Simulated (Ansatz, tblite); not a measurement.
**C15H12N2S3: rung by rung**

How do method and basis change the picture of C15H12N2S3 (singlet)?

Program: Ansatz 0.2.0, Gaussian basis. Level of theory: as each input shows. These are calculated values, not measurements.

Levels to be run: GFN1-xTB, GFN2-xTB, PBE-D4/def2-TZVP, r2SCAN-D4/def2-TZVP, PBE-D4/def2-SVP, PBE0-D4/def2-SVP.

1 further run of the same task is left out (set aside as unsound or not needed).

## 1. The relaxed structure

The geometry is that of the singlet, from an earlier relaxation (r2SCAN-D4/def2-SVP).

32 atoms, charge 0, spin multiplicity 1.

Bond lengths: C1–N2 1.447 Å, C1–H21 1.102 Å, C1–H22 1.099 Å, C1–H23 1.109 Å, N2–C3 1.447 Å, N2–C4 1.367 Å, C3–H24 1.108 Å, C3–H25 1.098 Å, C3–H26 1.101 Å, C4–C5 1.395 Å, C4–S20 1.751 Å, C5–C6 1.412 Å, C5–H27 1.090 Å, C6–C7 1.387 Å, C6–H28 1.092 Å, C7–C8 1.435 Å, C7–S20 1.757 Å, C8–C9 1.395 Å and more. Angles: N2–C1–H21 110.0°, N2–C1–H22 109.3°, N2–C1–H23 112.9°, H21–C1–H22 107.7°, H21–C1–H23 108.0°, H22–C1–H23 108.7°, C1–N2–C3 119.1°, C1–N2–C4 119.5°, C3–N2–C4 117.5°, N2–C3–H24 112.7°, N2–C3–H25 109.1°, N2–C3–H26 110.2°, H24–C3–H25 108.7°, H24–C3–H26 108.1°, H25–C3–H26 108.0°, N2–C4–C5 128.6°, N2–C4–S20 120.5°, C5–C4–S20 110.9° and more.

PBE0-D4/def2-TZVP was run before; its log isn't repeated, and its numbers join the tables.

## 2. GFN1-xTB

Tight binding, by tblite at 300 K electronic temperature and without a spin-polarisation term:

```python
tblite.interface.Calculator('GFN1-xTB', numbers, positions, charge=0, uhf=0).singlepoint()
```

Energy -1512.7117 eV, HOMO -10.07 eV, LUMO -8.47 eV; 0.062 s.

## 3. GFN2-xTB

Tight binding, by tblite at 300 K electronic temperature and without a spin-polarisation term:

```python
tblite.interface.Calculator('GFN2-xTB', numbers, positions, charge=0, uhf=0).singlepoint()
```

Energy -1463.0456 eV, HOMO -9.48 eV, LUMO -7.97 eV; 0.06 s.

## 4. PBE-D4/def2-TZVP

start.molden holds the orbitals of an earlier run on this state, given as this run's starting guess.

Input file in.yaml:

```yaml
crystal:
  periodic: [false, false, false]
  atoms:
    - {symbol: C, position_ang: [-4.675511, -1.661399, -0.748216]}
    - {symbol: N, position_ang: [-4.606597, -0.742762, 0.367156]}
    - {symbol: C, position_ang: [-5.829720, -0.159087, 0.874434]}
    - {symbol: C, position_ang: [-3.437189, -0.084636, 0.627056]}
    - {symbol: C, position_ang: [-3.221021, 1.005448, 1.469481]}
    - {symbol: C, position_ang: [-1.863291, 1.388880, 1.525511]}
    - {symbol: C, position_ang: [-1.019047, 0.631388, 0.726722]}
    - {symbol: C, position_ang: [0.397924, 0.760703, 0.541434]}
    - {symbol: C, position_ang: [1.244665, 1.758695, 1.024696]}
    - {symbol: C, position_ang: [2.590416, 1.577476, 0.657110]}
    - {symbol: C, position_ang: [2.814013, 0.443306, -0.116710]}
    - {symbol: C, position_ang: [4.039638, -0.053017, -0.675065]}
    - {symbol: C, position_ang: [4.252102, -1.208944, -1.427162]}
    - {symbol: C, position_ang: [5.592696, -1.388680, -1.814777]}
    - {symbol: C, position_ang: [6.428139, -0.373005, -1.365041]}
    - {symbol: C, position_ang: [7.815548, -0.233144, -1.565214]}
    - {symbol: N, position_ang: [8.966658, -0.112787, -1.729539]}
    - {symbol: S, position_ang: [5.532294, 0.817406, -0.452789]}
    - {symbol: S, position_ang: [1.309745, -0.411365, -0.374726]}
    - {symbol: S, position_ang: [-1.941982, -0.597386, -0.125414]}
    - {symbol: H, position_ang: [-3.834794, -2.373136, -0.703072]}
    - {symbol: H, position_ang: [-5.607042, -2.240246, -0.685353]}
    - {symbol: H, position_ang: [-4.639871, -1.150184, -1.731364]}
    - {symbol: H, position_ang: [-6.071110, 0.810379, 0.394585]}
    - {symbol: H, position_ang: [-6.660263, -0.855413, 0.698042]}
    - {symbol: H, position_ang: [-5.750409, 0.006986, 1.960410]}
    - {symbol: H, position_ang: [-4.014620, 1.503795, 2.025583]}
    - {symbol: H, position_ang: [-1.498315, 2.210310, 2.145405]}
    - {symbol: H, position_ang: [0.884938, 2.599788, 1.619310]}
    - {symbol: H, position_ang: [3.394171, 2.260551, 0.942824]}
    - {symbol: H, position_ang: [3.446189, -1.900839, -1.680530]}
    - {symbol: H, position_ang: [5.961655, -2.229081, -2.404777]}
basis:
  gaussian: {orbitals: def2-TZVP, fitting: {mean_field: def2-universal-jkfit}, initial_orbitals: start.molden}
hamiltonian: {xc: pbe, dispersion: d4}
scf: {omitted_lower_state_checks: [starts]}
output: {orbitals: {seedname: orbitals}}
```

Command:

```sh
$ ansatz run in.yaml --threads 2 --pin off --events-out ev --progress --plain --max-ram 32768MiB --backend cuda --devices 0, --max-vram 18GiB
```

Further steps of the session: r2SCAN-D4/def2-TZVP; PBE-D4/def2-SVP; PBE0-D4/def2-SVP.

Before running them: what should the planned runs give, taken together? Wanted: gap in def2-TZVP, named functionals, smallest and largest; binding an atom, functionals in def2-TZVP; PBE0 total energy, smallest basis above largest.

As calculated:

```
                                                 quantity                                 value
gap in def2-TZVP, named functionals, smallest and largest   1.70 eV (PBE-D4), 3.01 eV (PBE0-D4)
                binding an atom, functionals in def2-TZVP  4.93 (r2SCAN-D4) to 5.13 eV (PBE-D4)
          PBE0 total energy, smallest basis above largest        31.15 eV (def2-SVP, def2-TZVP)
```

What this shows: Over the named functionals in def2-TZVP the gap runs from 1.70 eV (PBE-D4) to 3.01 eV (PBE0-D4); exact exchange widens it.
